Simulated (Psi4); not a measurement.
**One shape, several levels: SnH2O2 (SMILES [OH][Sn][OH])**

Aim: a comparison of 3 runs (B3LYP/def2-TZVP, MS2h/def2-TZVP, MP2/def2-SVPD) of SnH2O2. 

The results are computed with Psi4 1.11.

2 further runs of the same task are left out: 2 that didn't finish.

### 1 The structure to begin with

SnH2O2 has 5 atoms, charge 0, and is taken as a singlet. SMILES: `[OH][Sn][OH]`. The coordinates come from a PBE0-D4/def2-TZVP relaxation. This is one conformer, not always the lowest.

Bond lengths: O1–Sn2 1.987 Å, Sn2–O3 1.966 Å, O1–H4 0.960 Å, O3–H5 0.964 Å. Angles: O1–Sn2–O3 91.9°, Sn2–O1–H4 116.9°, Sn2–O3–H5 111.9°.

### 2 Energy and forces at B3LYP/def2-TZVP (core potential) (run 1)

h2o2sn.xyz reads:

```xyz
5
H2O2Sn
O     -0.984300     0.177800    -0.613800
Sn    -0.153700    -0.943900     0.800900
O      1.561800     0.002900     0.636100
H     -1.901200    -0.005600    -0.831400
H      1.527200     0.695100    -0.033300
```

job.py reads:

```python
import psi4

psi4.set_memory('1600 MB')
psi4.set_num_threads(1)
psi4.set_output_file('psi4.out', False)

with open('h2o2sn.xyz') as f:
    atoms = ''.join(f.readlines()[2:])
geom = psi4.geometry('0 1\n' + atoms + 'symmetry c1\nno_reorient\nno_com')

options = {'reference': 'rks', 'puream': True, 'e_convergence': 1e-09, 'd_convergence': 1e-08, 'scf_type': 'pk', 'dft_radial_points': 99, 'dft_spherical_points': 590}
psi4.set_options(options)

e, wfn = psi4.gradient('b3lyp/def2-TZVP', return_wfn=True)
psi4.oeprop(wfn, 'DIPOLE', 'QUADRUPOLE', 'MAYER_INDICES')
print('gradient / Eh bohr^-1')
print(e.np.round(6))
print(f'energy = {wfn.energy():.10f} Eh')
```

The run is started by

```sh
$ python job.py
```

psi4.out:

```text
[...]
    !!!  WARNING: ECP capability is in beta. Please check occupations closely.  !!!
[...]
  Running in c1 symmetry.
[...]
  Nuclear repulsion =  127.037901285481269
[...]
  Multiplicity = 1
[...]
  Nalpha       = 20
  Nbeta        = 20
[...]
    Number of basis functions: 124
[...]
 WARNING: Atomic UHF is not converging! Try casting from a smaller basis or call Rob at CCMST.
   -------------------------
[...]
   @RKS iter   1:  -365.58498213303039   -1.12451e+00   1.00581e-02 ADIIS/DIIS
[...]
   @RKS iter  13:  -366.15861988326122   -3.12639e-12   4.83096e-09 DIIS
[...]
  @RKS Final Energy:  -366.15861988326122
   => Energetics <=
    Nuclear Repulsion Energy =            127.0379012854812686
    One-Electron Energy =                -839.0998328851967472
    Two-Electron Energy =                 375.1726951973441828
    DFT Exchange-Correlation Energy =     -29.2693834808898750
    Empirical Dispersion Energy =           0.0000000000000000
    VV10 Nonlocal Energy =                  0.0000000000000000
    Total Energy =                       -366.1586198832612240
[...]
  -Total Gradient:
     Atom            X                  Y                   Z
    ------   -----------------  -----------------  -----------------
       1        0.000768556774    -0.003639280956     0.003773491486
       2        0.002835256103     0.007166645900    -0.005569138106
       3       -0.005651336410    -0.001350854258    -0.001132625728
       4        0.002782186119     0.000027160577     0.001155982116
       5       -0.000749829110    -0.002232767722     0.001793314819
[...]
```

The script printed:

```text
gradient / Eh bohr^-1
[[ 7.690e-04 -3.639e-03  3.773e-03]
 [ 2.835e-03  7.167e-03 -5.569e-03]
 [-5.651e-03 -1.351e-03 -1.133e-03]
 [ 2.782e-03  2.700e-05  1.156e-03]
 [-7.500e-04 -2.233e-03  1.793e-03]]
energy = -366.1586198833 Eh
```

It took 32 s on 1 thread of AMD EPYC 9R45 (Zen 5), shared host; peak memory 0.79 GiB.

### 3 The energy at MS2h/def2-TZVP (core potential) (run 2)

job.in reads:

```
memory 1600 MB

molecule {
  0 1
  O
  Sn 1 1.987331
  O 2 1.966349 1 91.90239
  H 1 0.960047 2 116.91622 3 179.97582
  H 3 0.963553 2 111.88835 1 0.00126
  units angstrom
}

set basis def2-TZVP
set scf_type out_of_core

energy("ms2h")
print_variables()
```

The run is started by

```sh
$ psi4 -n 1 job.in job.out
```

job.out:

```text
[...]
    !!!  WARNING: ECP capability is in beta. Please check occupations closely.  !!!
[...]
  Running in c1 symmetry.
[...]
  Nuclear repulsion =  127.037903531095324
[...]
  Multiplicity = 1
[...]
  Nalpha       = 20
  Nbeta        = 20
[...]
    Number of basis functions: 124
[...]
 WARNING: Atomic UHF is not converging! Try casting from a smaller basis or call Rob at CCMST.
   -------------------------
[...]
   @RKS iter   1:  -365.48373757844956   -1.13489e+00   9.84243e-03 DIIS/ADIIS
[...]
   @RKS iter  10:  -366.03961975544166   -1.80871e-08   3.43363e-07 DIIS
[...]
  @RKS Final Energy:  -366.03961975544166
   => Energetics <=
    Nuclear Repulsion Energy =            127.0379035310953242
    One-Electron Energy =                -839.0988131476490253
    Two-Electron Energy =                 378.9556570032111154
    DFT Exchange-Correlation Energy =     -32.9343671420991342
    Empirical Dispersion Energy =           0.0000000000000000
    VV10 Nonlocal Energy =                  0.0000000000000000
    Total Energy =                       -366.0396197554416631
[...]
 Multipole Moments:
 ------------------------------------------------------------------------------------
     Multipole            Electronic (a.u.)      Nuclear  (a.u.)        Total (a.u.)
 ------------------------------------------------------------------------------------
 L = 1.  Multiply by 2.5417464519 to convert [e a0] to [Debye]
 Dipole X            :          0.0002837           -0.0004765           -0.0001927
 Dipole Y            :         17.2784989          -16.3613452            0.9171537
 Dipole Z            :         18.3620651          -18.4749845           -0.1129194
 Magnitude           :                                                    0.9240789
[...]
```

Run time: 17 s. Hardware: 1 thread of AMD EPYC 9R45 (Zen 5), shared host; peak memory 0.99 GiB.

### 4 The energy at MP2/def2-SVPD (core potential, density fitting for correlation) (run 3)

calc.inp reads:

```
memory 1600 MB

molecule {
  0 1
  O
  Sn 1 R2
  O 2 R3 1 A3
  H 1 R4 2 A4 3 D4
  H 3 R5 2 A5 1 D5

  R2 = 1.987331
  R3 = 1.966349
  A3 = 91.90239
  R4 = 0.960047
  A4 = 116.91622
  D4 = 179.97582
  R5 = 0.963553
  A5 = 111.88835
  D5 = 0.00126
  symmetry c1
  no_reorient
  no_com
}

set scf_type pk
set num_frozen_docc 6
set mp2_type df

e, wfn = energy("mp2/def2-SVPD", return_wfn=True)
```

The run is started by

```sh
$ psi4 calc.inp calc.out -n 1
```

calc.out:

```text
[...]
    !!!  WARNING: ECP capability is in beta. Please check occupations closely.  !!!
[...]
  Running in c1 symmetry.
[...]
  Nuclear repulsion =  127.037903531095324
[...]
  Multiplicity = 1
[...]
  Nalpha       = 20
  Nbeta        = 20
[...]
    Number of basis functions: 94
[...]
   @RHF iter   1:  -363.91476133505682   -1.84844e+00   8.33668e-03 ADIIS/DIIS
[...]
   @RHF iter  12:  -364.17712170470810   -3.29692e-12   2.95941e-09 DIIS
[...]
  @RHF Final Energy:  -364.17712170470810
   => Energetics <=
    Nuclear Repulsion Energy =            127.0379035310953242
    One-Electron Energy =                -838.2177724348434822
    Two-Electron Energy =                 347.0027471990400159
    Total Energy =                       -364.1771217047080995
[...]
 Multipole Moments:
 ------------------------------------------------------------------------------------
     Multipole            Electronic (a.u.)      Nuclear  (a.u.)        Total (a.u.)
 ------------------------------------------------------------------------------------
 L = 1.  Multiply by 2.5417464519 to convert [e a0] to [Debye]
 Dipole X            :          0.0002849           -0.0004765           -0.0001915
 Dipole Y            :         17.4725041          -16.3613452            1.1111589
 Dipole Z            :         18.5141669          -18.4749845            0.0391824
 Magnitude           :                                                    1.1118495
[...]
```

It took 3 s on 1 thread of AMD EPYC 9R45 (Zen 5), shared host; peak memory 0.34 GiB.

### 5 Overview of the runs

| run | level | task | integrals | energy (Eh) | dipole moment (D) | HOMO energy (eV) | LUMO energy (eV) | wall time |
| --- | --- | --- | --- | --- | --- | --- | --- | --- |
| 1 | B3LYP/def2-TZVP (core potential) | gradient | pk | -366.158620 | 2.62 | -7.32 | -2.18 | 32 s |
| 2 | MS2h/def2-TZVP (core potential) | energy | out_of_core | -366.039620 | 2.35 | -6.86 | -2.33 | 17 s |
| 3 | MP2/def2-SVPD (core potential, density fitting for correlation) | energy | pk | -364.688514 | – | -10.06 | 0.62 | 3 s |

### 6 What came out

| quantity | value |
| --- | --- |
| run 3: total energy | -364.68851 Eh |
| run 3: HOMO energy (Hartree–Fock orbitals) | -10.06 eV |
| run 3: LUMO energy (Hartree–Fock orbitals) | 0.62 eV |
| run 3: HOMO–LUMO gap (Hartree–Fock orbitals) | 10.69 eV |
| run 3: correlation energy (6 core orbitals frozen) | -511.4 mEh |

**Reading.** Totals of different functionals can't be ranked against each other. All runs together took 51 s, the longest 32 s.
